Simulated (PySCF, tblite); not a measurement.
**C₅H₆BBr: geometry, infrared bands and NMR shifts**

Wanted: the infrared bands and NMR shifts of C₅H₆BBr (`B[C@]1(C=C)C=C1Br`), by calculation.

Programs: tblite 0.8.0 and PySCF 2.14.0, with density-fitted response routines of our own. Each step states its level of theory. These are calculated values for one molecule in the gas phase, unless marked as measured. Atoms count from 0, in the outputs and in this text.

## (1) Starting geometry

13 atoms, charge 0, multiplicity 1; geometry from: force field or distance geometry start.

Bonds of the start (Å): B0–C1 1.58, C1–C2 1.49, C2–C3 1.34, C1–C4 1.41, C4–C5 1.46, C5–Br6 1.91, C5–C1 1.41, B0–H7 1.19, B0–H8 1.18, C2–H9 1.09, C3–H10 1.09, C3–H11 1.09, C4–H12 1.09.

## (2) Geometry optimisation with GFN2-xTB

Job settings and geometry (Å):

```
{"job": {"kind": "relax", "xc": "GFN2-xTB", "basis": "xTB"}, "charge": 0, "multiplicity": 1}
B      0.877400     0.826700    -1.336700
C      0.444700     0.183700     0.041700
C     -0.945900     0.319600     0.563400
C     -1.958600    -0.389000     0.039300
C      1.431500     0.233100     1.054600
C      1.089400    -1.017600     0.386900
Br     1.343600    -2.892100     0.156000
H      1.053100     2.000900    -1.383900
H      0.579000     0.271000    -2.334800
H     -1.174900     1.056700     1.335600
H     -2.971900    -0.261700     0.415600
H     -1.780900    -1.126000    -0.737400
H      2.009300     0.795100     1.781900
```

Launch:

```console
$ OMP_NUM_THREADS=1 python probes_run.py task.json out
```

One launch serves the whole session: the jobs run in the order shown.

**Question.** This job is followed by: GFN2-xTB harmonic vibrations, gas phase; GIAO PBE0/pcSseg-1 NMR shielding, non-relativistic, gas phase. What will the session give for the following? strongest single infrared mode (GFN2-xTB); zero-point energy (GFN2-xTB); ¹³C shifts against TMS (PBE0/pcSseg-1); ¹H shifts against TMS (PBE0/pcSseg-1, means over atoms taken as alike); ¹¹B shifts against BF3·OEt2 (PBE0/pcSseg-1); ⁷⁹Br shifts against HBr (PBE0/pcSseg-1).

As calculated:

| quantity | value |
| --- | --- |
| strongest single infrared mode (GFN2-xTB) | 833 cm⁻¹, 188 km/mol |
| zero-point energy (GFN2-xTB) | 55.3 kcal/mol |
| ¹³C shifts against TMS (PBE0/pcSseg-1) | 156.4, 124.3, 122.1, 110.6, 45.8 ppm |
| ¹H shifts against TMS (PBE0/pcSseg-1, means over atoms taken as alike) | 7.58, 7.39, 6.49, 5.59, 5.21 ppm |
| ¹¹B shifts against BF3·OEt2 (PBE0/pcSseg-1) | 87.6 ppm |
| ⁷⁹Br shifts against HBr (PBE0/pcSseg-1) | 501 ppm |

**Reading.** Relaxing lowered the energy by 1.721 eV in 179 steps; the close pair that moved most is C4–C5, from 1.458 to 1.285 Å. No mode is imaginary among the 33: a minimum at this level. The strongest single mode, at 833 cm⁻¹, is spread over several atoms, H7, H8, B0 among them. GFN2-xTB is a fitted tight-binding method: band positions and strengths are rough. Its intensities can rank the bands wrongly. C5 stands next to heavy halogen, whose spin-orbit shielding this run leaves out, so the computed shift lies too far downfield, most of all for carbon beside Br or I. At PBE0/pcSseg-1: The largest span, 1263 ppm, is at Br6, where the paramagnetic term is -1001 ppm. Spin-orbit coupling is left out, which matters for shieldings and couplings at and beside the heavy atoms.
